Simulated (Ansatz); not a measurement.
# CH₆BFSn: one species, many methods

Aim: compute CH₆BFSn with functionals from several rungs and with coupled cluster. The yardstick is the atomisation energy at the CCSD(T) limit.

Computed with Ansatz 0.2.0, Gaussian basis. Level: functionals in def2-TZVPP, the program's frozen cores in correlated methods.

The runs, in order: PBE-D4, r2SCAN-D4, PBE0-D4, B3LYP-D4, ωB97X-V, ωB97M-V, B2PLYP; CCSD(T)/def2-TZVPP; MP2/def2-QZVPP; extrapolation to the limit.

## 1. Structure used throughout

An earlier PBE0-D4 in a triple-zeta def2 set relaxation fixed the geometry. Sn takes the def2 core potential; no spin-orbit term is included.

SMILES `[BH2][SnH2][CH2]F`, 10 atoms, charge 0, spin multiplicity 1.

Atoms are counted from 1 here; the program's logs count them from 0.

Bond lengths: B1–Sn2 2.245 Å, B1–H5 1.193 Å, B1–H6 1.194 Å, Sn2–C3 2.176 Å, Sn2–H7 1.710 Å, Sn2–H8 1.716 Å, C3–F4 1.390 Å, C3–H9 1.093 Å, C3–H10 1.092 Å. Angles: Sn2–B1–H5 121.7°, Sn2–B1–H6 119.8°, H5–B1–H6 118.5°, B1–Sn2–C3 110.4°, B1–Sn2–H7 114.5°, B1–Sn2–H8 110.1°, C3–Sn2–H7 107.9°, C3–Sn2–H8 106.3°, H7–Sn2–H8 107.3°, Sn2–C3–F4 109.7°, Sn2–C3–H9 110.6°, Sn2–C3–H10 111.2°, F4–C3–H9 108.2°, F4–C3–H10 108.2°, H9–C3–H10 108.9°.

Coordinates:

```xyz
10
charge 0, multiplicity 1
B    -1.45185    0.91706   -1.12756
Sn   -0.35459   -0.76758   -0.12862
C     1.37382   -0.00934    0.95422
F     2.14329    0.78397    0.11145
H    -1.93245    0.79566   -2.21325
H    -1.57640    1.96189   -0.56273
H     0.18805   -1.99113   -1.19360
H    -1.36409   -1.51737    1.03974
H     1.05722    0.60176    1.80318
H     2.00012   -0.82612    1.32017
```

## 2. PBE-D4 (GGA)

File in.yaml:

```yaml
crystal:
  periodic: [false, false, false]
  atoms:
    - {symbol: B, position_ang: [-1.451853, 0.917063, -1.127561]}
    - {symbol: Sn, position_ang: [-0.354592, -0.767579, -0.128619]}
    - {symbol: C, position_ang: [1.373818, -0.009339, 0.954217]}
    - {symbol: F, position_ang: [2.143289, 0.783968, 0.111453]}
    - {symbol: H, position_ang: [-1.932454, 0.795662, -2.213252]}
    - {symbol: H, position_ang: [-1.576401, 1.961890, -0.562730]}
    - {symbol: H, position_ang: [0.188053, -1.991133, -1.193601]}
    - {symbol: H, position_ang: [-1.364093, -1.517371, 1.039735]}
    - {symbol: H, position_ang: [1.057216, 0.601760, 1.803184]}
    - {symbol: H, position_ang: [2.000118, -0.826120, 1.320173]}
basis:
  gaussian: {orbitals: def2-TZVPP}
hamiltonian: {xc: pbe, dispersion: d4}
output: {forces: true, orbitals: {seedname: orbitals}}
```

Launch:

```
$ ansatz run in.yaml --threads 4 --pin off --events-out ev --progress --plain --max-ram 10444MiB
```

The runs that follow: r2SCAN-D4 (meta-GGA); PBE0-D4 (hybrid); B3LYP-D4 (hybrid); ωB97X-V (range-separated); ωB97M-V (range-separated); B2PLYP (double hybrid); CCSD(T) in def2-TZVPP; MP2 in def2-QZVPP.

Before running them: what should the planned runs give, taken together? Wanted: atomisation energy, CCSD(T)/CBS; farthest; mean size of error, hybrid; mean size of error, range-separated; gap, smallest and largest; T1 diagnostic; triples share of the correlation energy.

The runs gave:

| quantity | value |
| --- | --- |
| atomisation energy, CCSD(T)/CBS | 31.642 eV |
| functionals within 0.316 eV (1.0 %) | PBE-D4, r2SCAN-D4, PBE0-D4, B3LYP-D4, ωB97X-V, ωB97M-V |
| farthest | B2PLYP (-0.485 eV) |
| mean size of error, hybrid | 0.142 eV |
| mean size of error, range-separated | 0.086 eV |
| gap, smallest and largest | 2.88 eV (PBE-D4), 9.61 eV (ωB97X-V) |
| T1 diagnostic | 0.0128 |
| triples share of the correlation energy | 3.0 % |

What this shows: PBE-D4 misses by +0.236 eV. Double hybrids carry the basis error of their MP2 part in triple zeta, and no dispersion term here, so their miss is partly the set-up's. Misses under about 0.316 eV are within the doubt on the reference itself, which lacks core-valence correlation, spin-orbit coupling and higher excitations, and its outer-core shells are covered unevenly. All levels share the lack of spin-orbit coupling, which lowers the free heavy atoms and so the true binding. Hartree-Fock recovers 73 % of the binding; the rest is correlation. The gap grows from 2.9 to 9.6 eV across the functionals, mostly with the share of exact exchange. Correlated methods include outer-core shells of Sn, which these sets cover unevenly.
